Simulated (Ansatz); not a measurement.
# CH6BFOSi: small, medium and large basis sets

How large a basis does CH6BFOSi need? Two functionals are run in growing sets.

Computed with Ansatz 0.2.0, Gaussian basis. Level: one geometry, several basis sets.

Levels to be run: PBE0-D4/def2-SVP; ωB97M-V/def2-SVP; PBE0-D4/def2-QZVPP; ωB97M-V/def2-QZVPP; the functionals' def2-TZVPP values are taken from earlier runs.

### 1 Structure used throughout

An earlier PBE0-D4 in a triple-zeta def2 set relaxation fixed the geometry.

SMILES `B[SiH](F)OC`, 11 atoms, charge 0, spin multiplicity 1.

Atoms are counted from 1 here; the program's logs count them from 0.

Bond lengths: B1–Si2 2.010 Å, B1–H6 1.195 Å, B1–H7 1.195 Å, Si2–F3 1.606 Å, Si2–O4 1.631 Å, Si2–H8 1.489 Å, O4–C5 1.411 Å, C5–H9 1.091 Å, C5–H10 1.093 Å, C5–H11 1.096 Å. Angles: Si2–B1–H6 122.6°, Si2–B1–H7 119.7°, H6–B1–H7 117.7°, B1–Si2–F3 109.5°, B1–Si2–O4 104.6°, B1–Si2–H8 118.4°, F3–Si2–O4 111.3°, F3–Si2–H8 104.4°, O4–Si2–H8 108.7°, Si2–O4–C5 126.0°, O4–C5–H9 108.6°, O4–C5–H10 110.3°, O4–C5–H11 111.6°, H9–C5–H10 108.8°, H9–C5–H11 108.7°, H10–C5–H11 108.8°.

### 2 PBE0-D4 in def2-SVP

in.yaml

```yaml
crystal:
  periodic: [false, false, false]
  atoms:
    - {symbol: B, position_ang: [-1.460909, 1.787618, 0.428498]}
    - {symbol: Si, position_ang: [-0.120294, 0.643785, -0.538935]}
    - {symbol: F, position_ang: [1.137142, 1.543200, -0.972318]}
    - {symbol: O, position_ang: [0.310400, -0.492241, 0.549221]}
    - {symbol: C, position_ang: [0.983885, -1.699602, 0.265148]}
    - {symbol: H, position_ang: [-2.621569, 1.799699, 0.143861]}
    - {symbol: H, position_ang: [-1.107027, 2.470166, 1.343350]}
    - {symbol: H, position_ang: [-0.543147, -0.033749, -1.795913]}
    - {symbol: H, position_ang: [0.682270, -2.447544, 1.000304]}
    - {symbol: H, position_ang: [2.065680, -1.555672, 0.332846]}
    - {symbol: H, position_ang: [0.738969, -2.072559, -0.735662]}
basis:
  gaussian: {orbitals: def2-SVP}
hamiltonian: {xc: pbe0, dispersion: d4}
output: {orbitals: {seedname: orbitals}}
```

The runs that follow: ωB97M-V in def2-SVP; PBE0-D4 in def2-QZVPP; ωB97M-V in def2-QZVPP.

Before running them: what should the planned runs give, taken together? Wanted: PBE0-D4: double and triple zeta above quadruple; ωB97M-V: double and triple zeta above quadruple.

The runs gave:

| quantity | value |
| --- | --- |
| PBE0-D4: double and triple zeta above quadruple | 11.61, 0.66 eV |
| ωB97M-V: double and triple zeta above quadruple | 11.85, 0.62 eV |

In words: PBE0-D4 gains 10.95 eV from double to triple zeta, then 0.66 eV more. Total energies overstate the basis error of differences, where much of it tends to cancel.
